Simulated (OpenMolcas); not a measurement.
# BHOF2 (difluorohydroxyborane): levels of theory compared

Wanted: a comparison of 6 runs (HF/3-21G, HF/def2-SVPD, B3LYP/def2-SVPD, M06-2X/def2-SVPD, revPBE/def2-SVPD, MP2/def2-SVPD) of BHOF2 (difluorohydroxyborane). 

The calculation is run with OpenMolcas 26.06.

## Step 1: The molecule

BHOF2 has 5 atoms, charge 0, and is taken as a singlet. SMILES: `OB(F)F`. Geometry: relaxed at PBE0-D4/def2-TZVP.

Bond lengths: O1–B2 1.345 Å, B2–F3 1.317 Å, B2–F4 1.327 Å, O1–H5 0.960 Å. Angles: O1–B2–F3 119.5°, O1–B2–F4 122.2°, F3–B2–F4 118.3°, B2–O1–H5 113.5°.

## Step 2: Energy and gradient at HF/3-21G (run 1)

mol.inp reads:

```
&GATEWAY
BasLib=$CurrDir
BasisSet
O.3-21G....
O1 0.038630 1.000750 0.174310 angstrom
End of Basis
BasisSet
B.3-21G....
B2 0.105760 -0.342460 0.137210 angstrom
End of Basis
BasisSet
F.3-21G....
F3 0.731030 -0.986880 1.100700 angstrom
F4 -0.439530 -1.051930 -0.843330 angstrom
End of Basis
BasisSet
H.3-21G....
H5 -0.435890 1.380520 -0.568880 angstrom
End of Basis
&SEWARD
&SCF
Thresholds=1e-10 1e-07 1e-07 1e-05
PrOrbitals=1 1
&ALASKA
```

The basis set 3-21G is read from a file made from the Basis Set Exchange's data (not shown).

On the command line:

```
$ export MOLCAS_MEM=1860
$ pymolcas mol.inp > mol.log
```

Output:

```text
--- Start Module: gateway ---
[...]
--- Stop Module: gateway /rc=_RC_ALL_IS_WELL_ ---
[...]
      Basis functions           38
[...]
--- Start Module: scf ---
[...]
       Convergence after  14 Iterations
[...]
::    Total SCF energy                               -297.5804045743
[...]
      Total spin, S                                     0.0000000000
[...]
      Total electronic charge=   32.000000
      Total            charge=   -0.000000
[...]
      Dipole Moment (debye):
      Origin of the operator (angstrom)=    0.1042   -0.3803    0.1305
                   X= -1.1235E+00               Y=  1.4126E+00               Z= -1.7029E+00           Total=  2.4815E+00
      Quadrupole Moment (debye*angstrom):
[...]
--- Stop Module: scf /rc=_RC_ALL_IS_WELL_ ---
--- Start Module: alaska ---
[...]
 *              Molecular gradients               *
 **************************************************
  Irreducible representation: a
 ------------------------------------------------------------------------------------------
                              X                       Y                       Z
 ------------------------------------------------------------------------------------------
  O1                5.64653217635946E-03   -6.53524393799110E-03    8.61853067071294E-03
  B2               -5.58590268461706E-03   -2.59830785657755E-03   -9.52497000618147E-03
  F3               -9.85816988158028E-03    1.35724644953985E-02   -1.48149075620037E-02
  F4                8.02507291967913E-03    8.74843909236311E-03    1.42421623218354E-02
  H5                1.77246747016846E-03   -1.31873517932146E-02    1.47918457566654E-03
 ------------------------------------------------------------------------------------------
--- Stop Module: alaska /rc=_RC_ALL_IS_WELL_ ---
[...]
```

Run time: 1.8 s. Hardware: 1 thread of Arm Neoverse V2, shared host; peak memory 0.37 GiB.

## Step 3: Energy and gradient at HF/def2-SVPD (run 2)

mol.inp reads:

```
&GATEWAY
BasLib = $CurrDir
Coord
5
angstrom
O        0.038630       1.000750       0.174310
B        0.105760      -0.342460       0.137210
F        0.731030      -0.986880       1.100700
F       -0.439530      -1.051930      -0.843330
H       -0.435890       1.380520      -0.568880
Basis = def2-SVPD
Group = NoSym
&SEWARD
&SCF
Thresholds = 1e-10 1e-07 1e-07 1e-05
PrOrbitals = 1 2
&ALASKA
```

The basis set def2-SVPD is read from a file made from the Basis Set Exchange's data (not shown).

On the command line:

```
$ export MOLCAS_MEM=1860
$ pymolcas mol.inp > mol.log
```

Output:

```text
--- Start Module: gateway ---
[...]
--- Stop Module: gateway /rc=_RC_ALL_IS_WELL_ ---
[...]
      Basis functions           97
[...]
--- Start Module: scf ---
[...]
       Convergence after  13 Iterations
[...]
::    Total SCF energy                               -298.9761096429
[...]
      Total spin, S                                     0.0000000000
[...]
      Total electronic charge=   32.000000
      Total            charge=   -0.000000
[...]
      Dipole Moment (debye):
      Origin of the operator (angstrom)=    0.1042   -0.3803    0.1305
                   X= -9.0585E-01               Y=  1.3215E+00               Z= -1.3529E+00           Total=  2.0969E+00
      Quadrupole Moment (debye*angstrom):
[...]
--- Stop Module: scf /rc=_RC_ALL_IS_WELL_ ---
[...]
--- Start Module: alaska ---
[...]
 *              Molecular gradients               *
 **************************************************
  Irreducible representation: a
 ------------------------------------------------------------------------------------------
                              X                       Y                       Z
 ------------------------------------------------------------------------------------------
  O1                1.01316200284649E-02    7.57035944972628E-03    1.75946930400293E-02
  B2               -1.50272468901973E-03   -3.68812518853256E-03   -2.88907241196239E-03
  F3                4.77031273749340E-03   -3.20661476158790E-03    7.53870829083780E-03
  F4               -4.28598170064109E-03   -5.75160367669447E-03   -7.72806807984772E-03
  H5               -9.11322637624945E-03    5.07598417708000E-03   -1.45162608390619E-02
 ------------------------------------------------------------------------------------------
--- Stop Module: alaska /rc=_RC_ALL_IS_WELL_ ---
[...]
```

It took 9.3 s on 1 thread of Arm Neoverse V2, shared host; peak memory 0.54 GiB.

Runs 3 to 5 aren't shown in full; the table further down has their settings and results.

## Step 4: A single-point energy at MP2/def2-SVPD (run 6)

struct.xyz reads:

```xyz
5

O      0.038630     1.000750     0.174310
B      0.105760    -0.342460     0.137210
F      0.731030    -0.986880     1.100700
F     -0.439530    -1.051930    -0.843330
H     -0.435890     1.380520    -0.568880
```

test.input reads:

```
* BF2HO MP2
&GATEWAY
BasLib = $CurrDir
Coord = struct.xyz
Basis = def2-SVPD
Group = NoSym
&SEWARD
&SCF
Thresholds = 1e-10 1e-07 1e-07 1e-05
PrOrbitals = 1 1
&MBPT2
Frozen = 4
```

The basis set def2-SVPD is read from a file made from the Basis Set Exchange's data (not shown).

On the command line:

```
$ export MOLCAS_MEM=1860
$ pymolcas test.input > test.log
```

Output:

```text
--- Start Module: gateway ---
[...]
--- Stop Module: gateway /rc=_RC_ALL_IS_WELL_ ---
[...]
      Basis functions           97
[...]
--- Start Module: scf ---
[...]
       Convergence after  13 Iterations
[...]
::    Total SCF energy                               -298.9761096429
[...]
      Total spin, S                                     0.0000000000
[...]
      Total electronic charge=   32.000000
      Total            charge=   -0.000000
[...]
      Dipole Moment (debye):
      Origin of the operator (angstrom)=    0.1042   -0.3803    0.1305
                   X= -9.0585E-01               Y=  1.3215E+00               Z= -1.3529E+00           Total=  2.0969E+00
      Quadrupole Moment (debye*angstrom):
[...]
--- Stop Module: scf /rc=_RC_ALL_IS_WELL_ ---
[...]
--- Start Module: mbpt2 ---
[...]
WARNING!
Default frozen orbitals as non valence orbitals is overwritten by user input.
Default values:   4
[...]
       Reference weight ( Cref**2 )         =        0.86517
::    Total MBPT2 energy                             -299.6358511404
[...]
      Total MBPT2 calculations                           0.31      0.35
--- Stop Module: mbpt2 /rc=_RC_ALL_IS_WELL_ ---
[...]
```

Run time: 7.8 s. Hardware: 1 thread of Arm Neoverse V2, shared host; peak memory 0.54 GiB.

## Step 5: All runs side by side

```tsv
run	level	integration grid	task	energy (Eh)	dipole moment (D) of the reference	HOMO energy (eV)	LUMO energy (eV)	wall time
1	HF/3-21G	–	gradient	-297.580405	2.48	-15.03	5.94	1.8 s
2	HF/def2-SVPD	–	gradient	-298.976110	2.10	-15.50	1.64	9.3 s
3	B3LYP/def2-SVPD	UltraFine	gradient	-300.337753	2.00	-10.61	-0.51	26 s
4	M06-2X/def2-SVPD	UltraFine	gradient	-300.232930	2.02	-12.62	0.00	33 s
5	revPBE/def2-SVPD	UltraFine	gradient	-300.228893	1.93	-9.02	-0.91	29 s
6	MP2/def2-SVPD	–	energy	-299.635851	2.10	-15.50	1.64	7.8 s
```

## Step 6: Outcome

```
                                          quantity          value
                               run 6: total energy  -299.63585 Eh
         run 6: dipole moment (mean-field density)         2.10 D
        run 6: HOMO energy (Hartree–Fock orbitals)      -15.50 eV
        run 6: LUMO energy (Hartree–Fock orbitals)        1.64 eV
      run 6: HOMO–LUMO gap (Hartree–Fock orbitals)       17.14 eV
run 6: correlation energy (4 core orbitals frozen)     -659.7 mEh
```

Over runs 1, 2, 3, 4, 5 the dipole moment (its size) runs from 1.93 D (revPBE/def2-SVPD) to 2.48 D (HF/3-21G). The two ends differ in method and basis. Over runs 1, 2, 3, 4, 5 the HOMO–LUMO gap runs from 8.11 eV (revPBE/def2-SVPD) to 20.97 eV (HF/3-21G). Totals of different functionals can't be ranked against each other. All runs together took 1.8 min, the longest 33 s.
